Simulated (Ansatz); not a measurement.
# Ta4O: tests of the settings

This session on Ta4O sets out to see how the k-point mesh shifted by half a step moves the results.

Computed with Ansatz 0.2.0 (DFT PBE, scalar-relativistic, plane waves, PAW, unless a step's input says otherwise).

1 further run of the same task is left out (set aside as unsound or not needed).

## (1) The structure to begin with

Symmetry: P4/mmm, No. 123, tetragonal system. The conventional cell has a = 3.257 Å, b = 3.257 Å, c = 7.409 Å, α = 90.00°, β = 90.00°, γ = 90.00°. Ta (site symmetry 4/mmm) is surrounded by 4 O at 2.30 Å. Around Ta (site symmetry 4mm) lie 1 O at 2.10 Å. Around Ta (site symmetry 4/mmm) lie 8 Ta at 2.81 Å. O (site symmetry 4/mmm) has 6 Ta at 2.10 to 2.30 Å as nearest neighbours.

Structure file:

```cif
data_structure
_symmetry_space_group_name_H-M 'P4/mmm'
_symmetry_Int_Tables_number 123
_cell_length_a 3.2575
_cell_length_b 3.2575
_cell_length_c 7.4093
_cell_angle_alpha 90.000
_cell_angle_beta 90.000
_cell_angle_gamma 90.000
_cell_volume 78.62
loop_
_atom_site_label
_atom_site_type_symbol
_atom_site_symmetry_multiplicity
_atom_site_Wyckoff_symbol
_atom_site_fract_x
_atom_site_fract_y
_atom_site_fract_z
_atom_site_occupancy
Ta1 Ta 1 b 0.00000 0.00000 0.50000 1
Ta2 Ta 2 h 0.50000 0.50000 0.78316 1
Ta3 Ta 1 a 0.00000 0.00000 0.00000 1
O1 O 1 d 0.50000 0.50000 0.50000 1
```

The structure comes from the Materials Project (structure only); it is used as listed.

## (2) The base input

Input file input.yaml:

```yaml
crystal:
  lattice:
    - [3.257497, 0.0, 0.0]
    - [0.0, 3.257497, 0.0]
    - [0.0, 0.0, 7.409341]
  atoms:
    - { symbol: Ta, position: [0.0, 0.0, 0.5] }
    - { symbol: Ta, position: [0.5, 0.5, 0.783158] }
    - { symbol: Ta, position: [0.5, 0.5, 0.216842] }
    - { symbol: Ta, position: [0.0, 0.0, 0.0] }
    - { symbol: O, position: [0.5, 0.5, 0.5] }
basis:
  ecutwfc: 420
kpoints:
  mp_grid: { grid: [12, 12, 6] }
hamiltonian:
  xc: pbe
scf:
  occupations: { method: gaussian, width: 0.1 }
output:
  forces: true
  stress: true
  eigenvalues: true
  populations: true
  write_density: true
  write_potential: true
  elf: true
  volumetric_format: npy
```

Its results, from an earlier run: -8059.3651 eV/atom at zero smearing, pressure -0.83 GPa, largest force 0.057 eV/Å, no gap on the mesh, in 8 SCF cycles and 5.5 s.

## (3) K-point mesh shifted by half a step set to 8×8×4

Input file input.yaml:

```yaml
crystal:
  lattice:
    - [3.257497, 0.0, 0.0]
    - [0.0, 3.257497, 0.0]
    - [0.0, 0.0, 7.409341]
  atoms:
    - { symbol: Ta, position: [0.0, 0.0, 0.5] }
    - { symbol: Ta, position: [0.5, 0.5, 0.783158] }
    - { symbol: Ta, position: [0.5, 0.5, 0.216842] }
    - { symbol: Ta, position: [0.0, 0.0, 0.0] }
    - { symbol: O, position: [0.5, 0.5, 0.5] }
basis:
  ecutwfc: 420
kpoints:
  mp_grid: { grid: [8, 8, 4], shift: [0.5, 0.5, 0.5] }
hamiltonian:
  xc: pbe
scf:
  occupations: { method: gaussian, width: 0.1 }
output:
  forces: true
  stress: true
  eigenvalues: true
```

Started as:

```console
> ansatz run input.yaml --threads 1 --pin off --max-ram 2560MiB --backend cpu --events-out ev --progress --plain --runs-dir out
```

## (4) K-point mesh shifted by half a step set to 10×10×4

input.yaml, as its differences from that of step 3:

```diff
@@ -14,3 +14,3 @@
 kpoints:
-  mp_grid: { grid: [8, 8, 4], shift: [0.5, 0.5, 0.5] }
+  mp_grid: { grid: [10, 10, 4], shift: [0.5, 0.5, 0.5] }
 hamiltonian:
```

## (5) K-point mesh shifted by half a step: 10×10×6

input.yaml, as its differences from that of step 4:

```diff
@@ -14,3 +14,3 @@
 kpoints:
-  mp_grid: { grid: [10, 10, 4], shift: [0.5, 0.5, 0.5] }
+  mp_grid: { grid: [10, 10, 6], shift: [0.5, 0.5, 0.5] }
 hamiltonian:
```

(Steps that only read results are left out.)

What results come out of these runs, taken together? Wanted: largest energy shift, k-point mesh shifted by half a step.

As calculated:

| quantity | value |
| --- | --- |
| largest energy shift, k-point mesh shifted by half a step | 3.13 meV/atom at 10×10×4 |

**Reading.** The densest shifted mesh lands 2.70 meV/atom from the base run. The runs treat Ta without spin-orbit coupling.
